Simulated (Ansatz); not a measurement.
**ClH5O4Si2: a ladder of functionals and wavefunction methods**

How much do the methods differ for ClH5O4Si2? The plan is to run it at one geometry with functionals of several rungs and with coupled cluster. The yardstick is the atomisation energy at the CCSD(T) limit.

Method: functionals in def2-TZVPP, the program's frozen cores in correlated methods; program: Ansatz 0.2.0, Gaussian basis.

Levels to be run: PBE-D4, r2SCAN-D4, PBE0-D4, B3LYP-D4, ωB97X-V, ωB97M-V, B2PLYP; CCSD(T)/def2-TZVPP; MP2/def2-QZVPP; extrapolation to the limit.

### Step 1. The geometry

The geometry comes from an earlier relaxation with PBE0-D4 in a triple-zeta def2 set; it is a stationary point, not always the lowest conformer.

SMILES `O[SiH](Cl)[Si](O)(O)O`, 12 atoms, charge 0, spin multiplicity 1.

Atoms are counted from 1 here; the program's logs count them from 0.

Bond lengths: O1–Si2 1.647 Å, O1–H8 0.959 Å, Si2–Cl3 2.072 Å, Si2–Si4 2.339 Å, Si2–H9 1.485 Å, Si4–O5 1.641 Å, Si4–O6 1.634 Å, Si4–O7 1.631 Å, O5–H10 0.960 Å, O6–H11 0.959 Å, O7–H12 0.960 Å. Angles: Si2–O1–H8 118.7°, O1–Si2–Cl3 109.9°, O1–Si2–Si4 103.7°, O1–Si2–H9 111.0°, Cl3–Si2–Si4 108.6°, Cl3–Si2–H9 104.8°, Si4–Si2–H9 118.7°, Si2–Si4–O5 107.1°, Si2–Si4–O6 115.2°, Si2–Si4–O7 106.0°, O5–Si4–O6 106.5°, O5–Si4–O7 115.0°, O6–Si4–O7 107.4°, Si4–O5–H10 116.5°, Si4–O6–H11 117.0°, Si4–O7–H12 118.2°.

### Step 2. PBE-D4 (GGA)

Contents of in.yaml:

```yaml
crystal:
  periodic: [false, false, false]
  atoms:
    - {symbol: O, position_ang: [1.013134, -0.761418, -1.898891]}
    - {symbol: Si, position_ang: [-0.126966, -1.189180, -0.789695]}
    - {symbol: Cl, position_ang: [-2.003729, -1.187383, -1.668851]}
    - {symbol: Si, position_ang: [-0.041283, 0.534592, 0.788489]}
    - {symbol: O, position_ang: [0.352530, 1.907365, -0.018975]}
    - {symbol: O, position_ang: [-1.447567, 0.839502, 1.562308]}
    - {symbol: O, position_ang: [1.040946, 0.061838, 1.913684]}
    - {symbol: H, position_ang: [1.167764, -1.340985, -2.647406]}
    - {symbol: H, position_ang: [0.075417, -2.586420, -0.330556]}
    - {symbol: H, position_ang: [0.989344, 1.816616, -0.731802]}
    - {symbol: H, position_ang: [-2.104406, 1.350422, 1.085774]}
    - {symbol: H, position_ang: [1.084803, 0.555061, 2.735921]}
basis:
  gaussian: {orbitals: def2-TZVPP}
hamiltonian: {xc: pbe, dispersion: d4}
output: {forces: true, orbitals: {seedname: orbitals}}
```

On the command line:

```sh
$ ansatz run in.yaml --threads 2 --pin off --events-out ev --progress --plain --max-ram 22528MiB --backend cuda --devices 0, --max-vram 18GiB
```

After this run come: r2SCAN-D4 (meta-GGA); PBE0-D4 (hybrid); B3LYP-D4 (hybrid); ωB97X-V (range-separated); ωB97M-V (range-separated); B2PLYP (double hybrid); CCSD(T) in def2-TZVPP; MP2 in def2-QZVPP.

Q: Predict the results of all the runs planned. Wanted: atomisation energy, CCSD(T)/CBS; farthest; mean size of error, hybrid; mean size of error, range-separated; gap, smallest and largest; T1 diagnostic; triples share of the correlation energy.

**Answer**, as computed:

| quantity | value |
| --- | --- |
| atomisation energy, CCSD(T)/CBS | 48.755 eV |
| functionals within 0.244 eV (0.5 %) | PBE-D4, r2SCAN-D4, ωB97X-V, ωB97M-V |
| farthest | B2PLYP (-1.086 eV) |
| mean size of error, hybrid | 0.865 eV |
| mean size of error, range-separated | 0.202 eV |
| gap, smallest and largest | 5.45 eV (PBE-D4), 11.94 eV (ωB97X-V) |
| T1 diagnostic | 0.0119 |
| triples share of the correlation energy | 3.6 % |

In words: PBE-D4 is off by +0.226 eV. Double hybrids carry the basis error of their MP2 part in triple zeta, and no dispersion term here, so their miss is partly the set-up's. The reference freezes the cores and leaves out relativity and excitations past (T), so misses under about 0.244 eV can't be ranked. Hartree-Fock recovers 70 % of the binding; the rest is correlation. The gap grows from 5.5 to 11.9 eV across the functionals, mostly with the share of exact exchange.
